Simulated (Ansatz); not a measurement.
# FH3OSSi: basis-set convergence

Aim: see how fast density functionals converge with the basis set for FH3OSSi.

Program: Ansatz 0.2.0, Gaussian basis. Level of theory: one geometry, several basis sets. These are calculated values, not measurements.

The runs, in order: PBE0-D4/def2-SVP; ωB97M-V/def2-SVP; PBE0-D4/def2-QZVPP; ωB97M-V/def2-QZVPP; the functionals' def2-TZVPP values are taken from earlier runs.

### 1 Structure used throughout

The geometry comes from an earlier relaxation with PBE0-D4 in a triple-zeta def2 set; it is a stationary point, not always the lowest conformer.

SMILES `O[SiH](F)S`, 7 atoms, charge 0, spin multiplicity 1.

Atoms are counted from 1 here; the program's logs count them from 0.

Bond lengths: O1–Si2 1.624 Å, O1–H5 0.959 Å, Si2–F3 1.594 Å, Si2–S4 2.124 Å, Si2–H6 1.470 Å, S4–H7 1.344 Å. Angles: Si2–O1–H5 118.6°, O1–Si2–F3 112.2°, O1–Si2–S4 108.9°, O1–Si2–H6 106.6°, F3–Si2–S4 107.3°, F3–Si2–H6 107.1°, S4–Si2–H6 114.9°, Si2–S4–H7 93.3°.

### 2 PBE0-D4 in def2-SVP

The input, in.yaml:

```yaml
crystal:
  periodic: [false, false, false]
  atoms:
    - {symbol: O, position_ang: [-1.252697, 1.036702, -0.295582]}
    - {symbol: Si, position_ang: [-0.023336, 0.209850, 0.369331]}
    - {symbol: F, position_ang: [1.374209, 0.953751, 0.184323]}
    - {symbol: S, position_ang: [0.135034, -1.677125, -0.592281]}
    - {symbol: H, position_ang: [-1.313727, 1.078416, -1.251870]}
    - {symbol: H, position_ang: [-0.291261, 0.148577, 1.813827]}
    - {symbol: H, position_ang: [1.432978, -1.818173, -0.273348]}
basis:
  gaussian: {orbitals: def2-SVP}
hamiltonian: {xc: pbe0, dispersion: d4}
output: {orbitals: {seedname: orbitals}}
```

Log:

```text
Functional definition: PBE0
  name "PBE0"
  cite "Adamo & Barone, J. Chem. Phys. 110, 6158 (1999) doi:10.1063/1.478522"
  cite "Perdew, Burke & Ernzerhof, Phys. Rev. Lett. 77, 3865 (1996) doi:10.1103/PhysRevLett.77.3865"
  parent pbe
  parameter a = 0.25
  parameter kappa = 0.804
  parameter beta = 0.06672455060314922
  exchange = (1 - a)*pbe_x(kappa = kappa, mu = beta*pi^2/3) + a*exact_x
  correlation = pbe_c(beta = beta)
738 factors; integrals over basis functions are off by at most 1.1e-3 eV
mean field evaluation 1: about -23503.4578 eV, gradient 5.1e1 eV
mean field evaluation 2: about -23497.8737 eV, gradient 7.6e1 eV
mean field evaluation 4: about -23507.7856 eV, gradient 2.4e0 eV
mean field evaluation 8: about -23507.8541 eV, gradient 1.4e-1 eV
mean field evaluation 16: about -23507.8541 eV, gradient 1.4e-5 eV
mean field -23507.85411092 eV, -863.8977043804 hartree, gradient 1.4e-5 eV, S^2 0.000000; 0 other end points of the search recorded, 0 dependent functions left out
reference -23507.85413190 eV, -863.8977051516 hartree; 25, 25 occupied and 54, 54 virtual orbitals, 738 factors
Total energy: -23507.97897557 eV, -863.9022930719 hartree
```

It took 0.6 s on 4 threads, shared host.

### 3 ωB97M-V in def2-SVP

Edit in.yaml of step 2 so:

```diff
@@ -12,3 +12,3 @@
   gaussian: {orbitals: def2-SVP}
-hamiltonian: {xc: pbe0, dispersion: d4}
+hamiltonian: {xc: {name: wB97M-V}}
 output: {orbitals: {seedname: orbitals}}
```

Log:

```text
Functional definition: wB97M-V
  name "wB97M-V"
  cite "Mardirossian & Head-Gordon, J. Chem. Phys. 144, 214110 (2016) doi:10.1063/1.4952647"
  cite "Becke, J. Chem. Phys. 107, 8554 (1997) doi:10.1063/1.475007"
  cite "Vydrov & Van Voorhis, J. Chem. Phys. 133, 244103 (2010) doi:10.1063/1.3521275"
  # Of w^i u^j: cxij and so on, Table III.
  parameter omega = 0.3/bohr
  parameter cx = 0.15
  parameter cx01 = 1.007
  parameter cx10 = 0.259
  parameter css00 = 0.443
  parameter css04 = -1.437
  parameter css10 = -4.535
  parameter css20 = -3.390
  parameter css43 = 4.278
  parameter cos00 = 1.000
  parameter cos10 = 1.358
  parameter cos20 = 2.924
  parameter cos21 = -8.812
  parameter cos60 = -1.390
  parameter cos61 = 9.142
  parameter b = 6.0
  parameter c = 0.01
  gx(w, u) = 1 - cx + cx01*u + cx10*w
  gss(w, u) = css00 + css04*u^4 + css10*w + css20*w^2 + css43*w^4*u^3
  gos(w, u) = cos00 + cos10*w + (cos20 + cos21*u)*w^2 + (cos60 + cos61*u)*w^6
  exchange = spin_sum(e_x_unif_sr(omega)*gx(b97_w, b97_u_x)) + cx*exact_x_sr(omega) + exact_x_lr(omega)
  correlation = spin_sum(e_c_pw_mod_same_spin*gss(b97_w, b97_u_same))
      + integral(e_c_pw_mod_opposite_spin*gos(b97_w_opposite, b97_u_opposite)) + vv10(b, c)
738 factors; integrals over basis functions are off by at most 1.1e-3 eV
227 factors; integrals over basis functions are off by at most 9.3e-6 eV
mean field evaluation 1: about -23513.2162 eV, gradient 4.8e1 eV
mean field evaluation 2: about -23513.0675 eV, gradient 5.1e1 eV
mean field evaluation 4: about -23517.2502 eV, gradient 1.0e0 eV
mean field evaluation 8: about -23517.2877 eV, gradient 1.0e-1 eV
mean field evaluation 16: about -23517.2877 eV, gradient 4.8e-5 eV
mean field -23517.28771877 eV, -864.2443830748 hartree, gradient 4.8e-5 eV, S^2 0.000000; 0 other end points of the search recorded, 0 dependent functions left out
reference -23517.28775274 eV, -864.2443843231 hartree; 25, 25 occupied and 54, 54 virtual orbitals, 738 factors
Total energy: -23517.28775274 eV, -864.2443843231 hartree
```

Run time: 2 s. Hardware: 4 threads, shared host.

### 4 PBE0-D4 in def2-QZVPP

Edit in.yaml of step 3 so:

```diff
@@ -11,4 +11,4 @@
 basis:
-  gaussian: {orbitals: def2-SVP}
-hamiltonian: {xc: {name: wB97M-V}}
+  gaussian: {orbitals: "def2-QZVPP.json"}
+hamiltonian: {xc: pbe0, dispersion: d4}
 output: {orbitals: {seedname: orbitals}}
```

Log:

```text
Functional definition: PBE0
  name "PBE0"
  cite "Adamo & Barone, J. Chem. Phys. 110, 6158 (1999) doi:10.1063/1.478522"
  cite "Perdew, Burke & Ernzerhof, Phys. Rev. Lett. 77, 3865 (1996) doi:10.1103/PhysRevLett.77.3865"
  parent pbe
  parameter a = 0.25
  parameter kappa = 0.804
  parameter beta = 0.06672455060314922
  exchange = (1 - a)*pbe_x(kappa = kappa, mu = beta*pi^2/3) + a*exact_x
  correlation = pbe_c(beta = beta)
1308 factors; their error is unknown
mean field evaluation 1: about -23516.3455 eV, gradient 6.0e1 eV
mean field evaluation 2: about -23507.7869 eV, gradient 9.3e1 eV
mean field evaluation 4: about -23521.7020 eV, gradient 3.6e0 eV
mean field evaluation 8: about -23521.7211 eV, gradient 4.2e-2 eV
mean field evaluation 16: about -23521.7411 eV, gradient 5.0e-5 eV
mean field -23521.74108723 eV, -864.4080413468 hartree, gradient 5.0e-5 eV, S^2 0.000000; 0 other end points of the search recorded, 0 dependent functions left out
reference -23521.74111826 eV, -864.4080424871 hartree; 25, 25 occupied and 319, 319 virtual orbitals, 1308 factors
Total energy: -23521.86596193 eV, -864.4126304074 hartree
```

Wall time 3.8 s (4 threads, shared host); peak memory 0.97 GiB.

### 5 ωB97M-V in def2-QZVPP

Edit in.yaml of step 4 so:

```diff
@@ -12,3 +12,3 @@
   gaussian: {orbitals: "def2-QZVPP.json"}
-hamiltonian: {xc: pbe0, dispersion: d4}
+hamiltonian: {xc: {name: wB97M-V}}
 output: {orbitals: {seedname: orbitals}}
```

Log:

```text
Functional definition: wB97M-V
  name "wB97M-V"
  cite "Mardirossian & Head-Gordon, J. Chem. Phys. 144, 214110 (2016) doi:10.1063/1.4952647"
  cite "Becke, J. Chem. Phys. 107, 8554 (1997) doi:10.1063/1.475007"
  cite "Vydrov & Van Voorhis, J. Chem. Phys. 133, 244103 (2010) doi:10.1063/1.3521275"
  # Of w^i u^j: cxij and so on, Table III.
  parameter omega = 0.3/bohr
  parameter cx = 0.15
  parameter cx01 = 1.007
  parameter cx10 = 0.259
  parameter css00 = 0.443
  parameter css04 = -1.437
  parameter css10 = -4.535
  parameter css20 = -3.390
  parameter css43 = 4.278
  parameter cos00 = 1.000
  parameter cos10 = 1.358
  parameter cos20 = 2.924
  parameter cos21 = -8.812
  parameter cos60 = -1.390
  parameter cos61 = 9.142
  parameter b = 6.0
  parameter c = 0.01
  gx(w, u) = 1 - cx + cx01*u + cx10*w
  gss(w, u) = css00 + css04*u^4 + css10*w + css20*w^2 + css43*w^4*u^3
  gos(w, u) = cos00 + cos10*w + (cos20 + cos21*u)*w^2 + (cos60 + cos61*u)*w^6
  exchange = spin_sum(e_x_unif_sr(omega)*gx(b97_w, b97_u_x)) + cx*exact_x_sr(omega) + exact_x_lr(omega)
  correlation = spin_sum(e_c_pw_mod_same_spin*gss(b97_w, b97_u_same))
      + integral(e_c_pw_mod_opposite_spin*gos(b97_w_opposite, b97_u_opposite)) + vv10(b, c)
1260 factors; their error is unknown
262 factors; integrals over basis functions are off by at most 1.6e-5 eV
mean field evaluation 1: about -23526.4965 eV, gradient 5.5e1 eV
mean field evaluation 2: about -23525.5405 eV, gradient 6.3e1 eV
mean field evaluation 4: about -23531.2070 eV, gradient 1.6e0 eV
mean field evaluation 8: about -23531.2115 eV, gradient 3.3e-2 eV
mean field evaluation 16: about -23531.2199 eV, gradient 3.0e-5 eV
mean field -23531.21987281 eV, -864.7563802920 hartree, gradient 3.0e-5 eV, S^2 0.000000; 0 other end points of the search recorded, 0 dependent functions left out
reference -23531.21992321 eV, -864.7563821444 hartree; 25, 25 occupied and 319, 319 virtual orbitals, 1260 factors
Total energy: -23531.21992321 eV, -864.7563821444 hartree
```

It took 7 s on 4 threads, shared host; peak memory 1.2 GiB.

### 6 Functionals by basis

The def2-TZVPP values come from earlier runs at the same geometry.

```tsv
functional	basis	functions	energy (eV)	from the largest (eV)	HOMO (eV)	LUMO (eV)
PBE0-D4	def2-SVP	79	-23507.9790	13.887	-7.80	0.56
PBE0-D4	def2-TZVPP	188	-23520.9755	0.890	-7.94	0.08
PBE0-D4	def2-QZVPP	344	-23521.8660	0.000	-7.98	-0.13
ωB97M-V	def2-SVP	79	-23517.2878	13.932	-9.97	2.51
ωB97M-V	def2-TZVPP	188	-23530.3805	0.839	-10.15	1.86
ωB97M-V	def2-QZVPP	344	-23531.2199	0.000	-10.20	1.38
```

### 7 Results

| quantity | value |
| --- | --- |
| PBE0-D4: double and triple zeta above quadruple | 13.89, 0.89 eV |
| ωB97M-V: double and triple zeta above quadruple | 13.93, 0.84 eV |

For PBE0-D4 the step from double to triple zeta gains 13.00 eV and the next only 0.89 eV. These are total energies; as a rule much of such shifts cancels in differences, which this series doesn't test. The LUMO of ωB97M-V is positive and keeps falling with the basis (2.51 to 1.38 eV): an unbound level that the basis holds in place.

For PBE0-D4 the largest set took about 6 times as long as the smallest (3.8 s against 0.6 s).
